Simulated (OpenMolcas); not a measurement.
# W³⁺ among point charges: CASSCF and CASPT2 levels and susceptibility

How does a field of 5 point charges split the states of W³⁺, and what χT follows?

Program: OpenMolcas 26.06. Level of theory: state-averaged CASSCF and CASPT2, spin-orbit coupling by RASSI with atomic mean-field integrals. These are calculated values, not measurements, unless marked.

### 1 The atom as given

* Species: W³⁺ (tungsten, Z = 74, 71 electrons)
* Basis: ANO-RCC-VDZP [7s6p4d2f1g], 68 functions
* Scalar Hamiltonian: DKH2, point nucleus
* Inactive shells: 1s 2s 2p 3s 3p 3d 4s 4p 4d 4f 5s 5p
* Active space: 3 electrons in 5 orbitals (5d)
* Some configurations of this space: 5d³
* Orbitals: optimised for each spin and parity, averaged over all roots

Outer shells as boxes (Hund's rule):

5d3
```
5d [↑ ][↑ ][↑ ][  ][  ]
```

The ion sits among 5 point charges of -1 e arranged as a square pyramid (C4v), 2.31 Å from the ion, with the axial distance 2.587 Å.

The work runs as a chain of OpenMolcas steps in one folder; each step below is one input file. Labels, J, g values, rates, χT and fits are worked out afterwards by a script from the matrices that RASSI stores.

### 2 Basis and integrals

a.inp

```
&GATEWAY
Coord
1

W 0.0 0.0 0.0
Basis=ANO-RCC-VDZP
Group=NoSym
NoMove
AngMom=0.0 0.0 0.0
AMFI
XField
5 Angstrom 0
2.310000 0.000000 0.000000 -1.000000
0.000000 2.310000 0.000000 -1.000000
-2.310000 0.000000 0.000000 -1.000000
0.000000 -2.310000 0.000000 -1.000000
0.000000 0.000000 2.587200 -1.000000
&SEWARD
```

Launch:

```bash
OMP_NUM_THREADS=1 MOLCAS_MEM=1689 MOLCAS_PROJECT=a pymolcas a.inp > a.log
```

### 3 CASSCF: quartets, 10 roots

a.inp

```
&RASSCF
FileOrb=start.orb
Symmetry=1
Spin=4
nActEl=3 0 0
Inactive=34
Ras2=5
CIRoot=10 10 1
SDav=10
CIMx=300
Iter=120 100
PrWF=0.3
OrbListing=Nothing
MaxOrb=0
>>> COPY $Project.JobIph JOB001
```

start.orb holds the contracted functions of the basis, ordered by shell, or the orbitals of the step before.

### 4 Reference wave functions, doublets, 40 roots

a.inp

```
&RASSCF
FileOrb=start.orb
Symmetry=1
Spin=2
nActEl=3 0 0
Inactive=34
Ras2=5
CIRoot=40 40 1
SDav=40
CIMx=300
Iter=120 100
PrWF=0.3
OrbListing=Nothing
MaxOrb=0
>>> COPY $Project.JobIph JOB002
```

### 5 RASSI: spin-orbit coupling between the states

a.inp

```
&RASSI
NrOfJobIphs=2 10 40
1 2 3 4 5 6 7 8 9 10
1 2 3 4 5 6 7 8 9 10 11 12 13 14 15 16 17 18 19 20 21 22 23 24 25 26 27
28 29 30 31 32 33 34 35 36 37 38 39 40
IphNames
JOB001
JOB002
EJob
SpinOrbit
DIPRint=1.0
SOCoupling=1000.0
Subsets=2
Property=9
'ANGMOM' 1 'ANGMOM' 2 'ANGMOM' 3 'MLTPL  1' 1 'MLTPL  1' 2 'MLTPL  1' 3
'AMFI' 1 'AMFI' 2 'AMFI' 3
SOProperty=3
'ANGMOM' 1 'ANGMOM' 2 'ANGMOM' 3
```

### 6 CASPT2: IPEA 0.25, imaginary shift 0.1 (closed shells correlated: 4f 5s 5p)

a.inp

```
>>> COPY JOB001 $Project.JobIph
&CASPT2
Multistate=10 1 2 3 4 5 6 7 8 9 10
NoMult
Frozen=23
IPEA=0.25
Imaginary=0.1
MaxIter=60
WThr=0.0 0.3 0.05
PrWF=0.5
NoMix
>>> COPY JOB002 $Project.JobIph
&CASPT2
Multistate=40 1 2 3 4 5 6 7 8 9 10 11 12 13 14 15 16 17 18 19 20 21 22
23 24 25 26 27 28 29 30 31 32 33 34 35 36 37 38 39 40
NoMult
Frozen=23
IPEA=0.25
Imaginary=0.1
MaxIter=60
WThr=0.0 0.3 0.05
PrWF=0.5
NoMix
```

(Steps that only read results are left out.)

What does the calculation give? Wanted: spin-free ground state; first state of the same spin within the active space; lowest level; next level.

The runs gave:

| quantity | value |
| --- | --- |
| method | SS-CASPT2, IPEA 0.25, imaginary shift 0.1 (closed shells correlated: 4f 5s 5p) |
| spin-free ground state | quartet, 2-fold in its orbital part |
| first state of the same spin within the active space | quartet at 114 cm⁻¹ |
| lowest level | 2-fold, g = 0.59, 0.96, 0.96 |
| next level | 1624.1 cm⁻¹ |
| χT at 300 K | 0.11 cm³ K/mol |
| effective moment at 300 K | 0.92 μB |

Cost by method:

| method | time of its own steps | time with the reference |
| --- | --- | --- |
| A. CASSCF | 13 s | 13 s |
| B. SS-CASPT2, IPEA 0.25, imaginary shift 0.1, +4f 5s 5p | 16 s | 29 s |

Times are of one thread on a shared host.

**Reading.** The spin-free ground state (quartet) comes to 97 % from free-ion F terms and keeps the highest spin of the shell. χT at 300 K is 0.11, against 1.88 cm³ K/mol for the spin alone, so spin-orbit coupling lowers it. The field of point charges can differ much from that of real complexes. Point charges carry no covalency, so the field is a model and not that of real ligands.
